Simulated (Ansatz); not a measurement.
# YbMn2Sb2: the cost of one run

Method: DFT PBE+U (U_eff = 6 eV on Yb 4f), scalar-relativistic, plane waves, PAW, in Ansatz 0.2.0.

These runs use a low cutoff (300 eV) and a coarse mesh on purpose, to show what cheap settings give: their numbers aren't properties of the material.

## 1. The starting structure

It takes space group P-3m1 (No. 164, trigonal). Conventional cell: a = 4.447 Å, b = 4.447 Å, c = 7.449 Å, α = 90.00°, β = 90.00°, γ = 120.00°. Around Yb (site symmetry -3m) lie 6 Sb at 3.20 Å. Mn (site symmetry 3m) has 4 Sb at 2.66 to 2.75 Å as nearest neighbours. Sb (site symmetry 3m) is surrounded by 4 Mn at 2.66 to 2.75 Å.

Structure file:

```xyz
10
Lattice="4.4469 0.0000 0.0000 -2.2235 3.8511 0.0000 0.0000 0.0000 14.8974" Properties=species:S:1:pos:R:3 pbc="T T T"
Yb    0.0000    0.0000    0.0000
Mn    0.0000    2.5674    4.5679
Mn    2.2235    1.2837    2.8808
Sb    0.0000    2.5674    1.9087
Sb    2.2235    1.2837    5.5400
Yb    0.0000    0.0000    7.4487
Mn    0.0000    2.5674   12.0166
Mn    2.2235    1.2837   10.3295
Sb    0.0000    2.5674    9.3574
Sb    2.2235    1.2837   12.9887
```

The moments start at Mn 4.18, -4.18 μB.

## 2. A single point with the electronic structure

The input, input.yaml:

```yaml
crystal:
  lattice:
    - [4.4469144467, 0.0, 0.0]
    - [-2.2234572233, 3.8511408793, 0.0]
    - [0.0, 0.0, 14.8973771177]
  atoms:
    - { symbol: Yb, position: [0.0, 0.0, 0.0] }
    - { symbol: Mn, position: [0.3333333333, 0.6666666667, 0.3066257892], spin: 4.18 }
    - { symbol: Mn, position: [0.6666666667, 0.3333333333, 0.193373923], spin: -4.18 }
    - { symbol: Sb, position: [0.3333333333, 0.6666666667, 0.1281222599] }
    - { symbol: Sb, position: [0.6666666667, 0.3333333333, 0.3718774768] }
    - { symbol: Yb, position: [0.0, 0.0, 0.5] }
    - { symbol: Mn, position: [0.3333333333, 0.6666666667, 0.806626077], spin: -4.18 }
    - { symbol: Mn, position: [0.6666666667, 0.3333333333, 0.6933742108], spin: 4.18 }
    - { symbol: Sb, position: [0.3333333333, 0.6666666667, 0.6281225232] }
    - { symbol: Sb, position: [0.6666666667, 0.3333333333, 0.8718777401] }
basis:
  ecutwfc: 300
  ecutrho_ratio: 4
kpoints:
  mp_grid: { grid: [4, 4, 1] }
  band_path:
    path:
      - [[0.0, 0.0, 0.0], [0.5, 0.0, 0.0], [0.33333333, 0.33333333, 0.0], [0.0, 0.0, 0.0], [0.0, 0.0, 1.0], [0.5, 0.0, 1.0], [0.33333333, 0.33333333, 1.0], [0.0, 0.0, 1.0]]
      - [[0.5, 0.0, 1.0], [0.5, 0.0, 0.0]]
      - [[0.33333333, 0.33333333, 1.0], [0.33333333, 0.33333333, 0.0]]
    npoints: 10
hamiltonian:
  xc: pbe
  hubbard: { sites: [{ species: Yb, l: f, u_eff: 6.0 }] }
scf:
  occupations: { method: gaussian, width: 0.05 }
  lower_state_search: "off"
  n_extra_bands: 54
output:
  forces: true
  stress: true
  eigenvalues: true
  populations: true
  hubbard: { sites: [{ species: Yb, l: f }] }
  dos: { projected: true, de: 0.02, nscf_kmesh: { grid: [6, 6, 2] } }
  bader: false
magnetization:
  spin_polarized: true
checkpoint:
  read: start.run
  write: ck
  compress: false
  write_wavefunctions: false
  write_every: 100000
```

The run starts from a saved state of the same cell, the folder start.run.

Command:

```bash
$ ansatz run input.yaml --threads 2 --pin off --max-ram 5120MiB --backend cpu --events-out ev --progress --plain --runs-dir out
```

**Question.** How long does this run take on 2 threads of Arm Neoverse V2, shared host, and how much memory does it need?

About 99 s, with a peak of 2.4 GiB.
